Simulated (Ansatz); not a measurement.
# Iridium, dhcp under BLYP: structure, energy and stiffness

The plan for iridium in the dhcp structure: relax it, solve it on a dense k-mesh, then scale the cell to 7 volumes from 88 to 112 % of the relaxed one and try a fit of the equation of state. Spin polarisation is left out. The k-meshes are 13×13×4 for the relaxation; 17×17×5 for the dense run; 15×15×4 for the volumes.

Program: Ansatz 0.2.0. Level of theory: DFT BLYP, plane waves (420 eV) with PAW, scalar-relativistic; the PAW data stem from PBE, with regenerated cores. These are calculated values, not measurements.

## (1) The system as given

Symmetry: P6_3/mmc, No. 194, hexagonal system. The conventional cell has a = 2.715 Å, b = 2.715 Å, c = 8.867 Å, α = 90.00°, β = 90.00°, γ = 120.00°. Ir (site symmetry -3m) has 12 Ir at 2.71 Å as nearest neighbours. Around Ir (site symmetry -6m2) lie 12 Ir at 2.71 Å.

Coordinates:

```
CELL_PARAMETERS angstrom
2.71486 0.00000 0.00000
-1.35743 2.35114 0.00000
0.00000 0.00000 8.86674
ATOMIC_POSITIONS crystal
Ir 0.00000 0.00000 0.00000
Ir 0.00000 0.00000 0.50000
Ir 0.33333 0.66667 0.25000
Ir 0.66667 0.33333 0.75000
```

## (2) Geometry optimisation

input.yaml reads:

```yaml
crystal:
  lattice:
    - [2.7148619862, 0.0, 0.0]
    - [-1.3574309931, 2.3511394478, 0.0]
    - [0.0, 0.0, 8.8667392469]
  atoms:
    - { symbol: Ir, position: [0.0, 0.0, 0.0] }
    - { symbol: Ir, position: [0.0, 0.0, 0.5] }
    - { symbol: Ir, position: [0.3333333333, 0.6666666667, 0.25] }
    - { symbol: Ir, position: [0.6666666667, 0.3333333333, 0.75] }
hamiltonian:
  xc: blyp
  pseudopotentials:
    kind: paw
    azcp:
      Ir: "pseudopotentials/Ir.paw.azcp"
basis:
  ecutwfc: 420
  fft_grid_basis: typed
kpoints:
  mp_grid: { grid: [13, 13, 4], shift: [0, 0, 0] }
magnetization:
  spin_polarized: false
scf:
  occupations: { method: fermi_dirac, width: 0.1 }
relax:
  max_steps: 60
  f_tol: 0.01
  cell: {}
output:
  write_density: true
  write_potential: true
  elf: true
  volumetric_format: npy
```

Further steps of the session: Single point on a dense mesh; The cell scaled to 88 % of its volume; The cell scaled to 92 % of its volume; The cell scaled to 96 % of its volume; The cell scaled to 100 % of its volume; The cell scaled to 104 % of its volume; The cell scaled to 108 % of its volume; The cell scaled to 112 % of its volume.

What does the calculation give? Wanted: space group; conventional cell; volume; shortest distance; gap on the mesh; relative to fcc; V₀, B₀, B₀′.

As calculated:

| quantity | value |
| --- | --- |
| space group (spins left aside) | P6_3/mmc (No. 194) |
| conventional cell | a = 2.786 Å, c = 9.102 Å (c/a = 3.268) |
| volume | 15.291 Å³/atom |
| shortest distance | 2.786 Å |
| gap on the mesh | none (levels filled in part) |
| relative to fcc | +31 meV/atom |
| V₀, B₀, B₀′ | 15.267 Å³/atom, 291 GPa, 5.2 |

**Reading.** From the guessed start the volume grew by 8.1 % in 6 steps. It lies 31 meV/atom above the element's reference form at the same level (fcc, from a run of its own). No gap shows: it is a metal or semimetal at this level. The fitted modulus is 291 GPa, among the stiffest elements; letting shape and positions relax at each volume could only lower it. Relaxation kept the symmetry; phonons were not checked.
